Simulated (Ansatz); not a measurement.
**GeBrF2 radical: a ladder of functionals and wavefunction methods**

The task here is to estimate one member of a computed series from the others.

Program: Ansatz 0.2.0, Gaussian basis. Level of theory: functionals in def2-TZVPP, the program's frozen cores in correlated methods. These are calculated values, not measurements.

Levels to be run: LDA (SPW92), PBE-D4, revPBE-D4, BLYP-D4, r2SCAN-D4, B97M-V, PBE0-D4, B3LYP-D4, r2SCANh-D4, r2SCAN0-D4, HSE06-D4, BHLYP-D4, CAM-B3LYP-D4, LC-ωPBE, ωB97X-V, ωB97M-V, B2PLYP, PBE-QIDH; CCSD(T)/def2-SVP; CCSD(T)/def2-TZVPP; MP2/def2-QZVPP; extrapolation to the limit; RPA on PBE.

### Structure used throughout

An earlier PBE0-D4 in a triple-zeta def2 set relaxation fixed the geometry.

SMILES `[F][Ge]([F])[Br]`, 4 atoms, charge 0, spin multiplicity 2.

Atoms are counted from 1 here; the program's logs count them from 0.

Bond lengths: F1–Ge2 1.727 Å, Ge2–F3 1.727 Å, Ge2–Br4 2.302 Å. Angles: F1–Ge2–F3 103.8°, F1–Ge2–Br4 108.9°, F3–Ge2–Br4 108.9°.

The first run:

Contents of in.yaml:

```yaml
crystal:
  periodic: [false, false, false]
  atoms:
    - {symbol: F, position_ang: [1.069456, 0.798484, 0.998724]}
    - {symbol: Ge, position_ang: [-0.237902, -0.184042, 0.443567]}
    - {symbol: F, position_ang: [0.543723, -1.585539, -0.194912]}
    - {symbol: Br, position_ang: [-1.319677, 0.910898, -1.267679]}
basis:
  gaussian: {orbitals: def2-TZVPP}
magnetization: {spin_polarized: true, initial_magnetization: 1}
hamiltonian: {xc: lda}
output: {orbitals: {seedname: orbitals}}
```

Among the steps run: LDA; PBE-D4 (GGA); revPBE-D4 (GGA); BLYP-D4 (GGA); r2SCAN-D4 (meta-GGA); B97M-V (meta-GGA); PBE0-D4 (hybrid); B3LYP-D4 (hybrid); r2SCANh-D4 (hybrid); r2SCAN0-D4 (hybrid); HSE06-D4 (hybrid); BHLYP-D4 (hybrid); CAM-B3LYP-D4 (range-separated); LC-ωPBE-D4 (range-separated; the results give it without D4); ωB97X-V (range-separated); ωB97M-V (range-separated); B2PLYP (double hybrid); PBE-QIDH (double hybrid).

One table of the session follows, with a row left open; its other results are not shown here.

It belongs to the step «Orbital energies across the functionals». 

```
  functional  HOMO (eV)  LUMO (eV)  gap (eV)
 LDA (SPW92)      -6.86      -6.03      0.83
      PBE-D4      -6.73      -5.60      1.13
   revPBE-D4      -6.68      -5.44      1.24
     BLYP-D4      -6.57      -5.64      0.93
   r2SCAN-D4      -7.19      -5.31      1.88
      B97M-V      -7.03      -5.63      1.39
     PBE0-D4      -8.03      -4.73      3.30
    B3LYP-D4      -7.76      -5.15      2.61
  r2SCANh-D4      -7.66      -4.99      2.67
  r2SCAN0-D4      -8.36      -4.51      3.86
    HSE06-D4      -7.64      -5.10      2.53
    BHLYP-D4      -9.16      -3.95      5.21
CAM-B3LYP-D4          ?          ?         ?
     LC-ωPBE     -10.65      -2.41      8.24
     ωB97X-V     -10.17      -2.81      7.36
     ωB97M-V     -10.04      -2.89      7.15
```

Q: Estimate the row for CAM-B3LYP-D4 from the others.

As computed: HOMO (eV): -9.30; LUMO (eV): -3.88; gap (eV): 5.43. In the column «HOMO (eV)» it lies between ωB97M-V (-10.04) and BHLYP-D4 (-9.16).
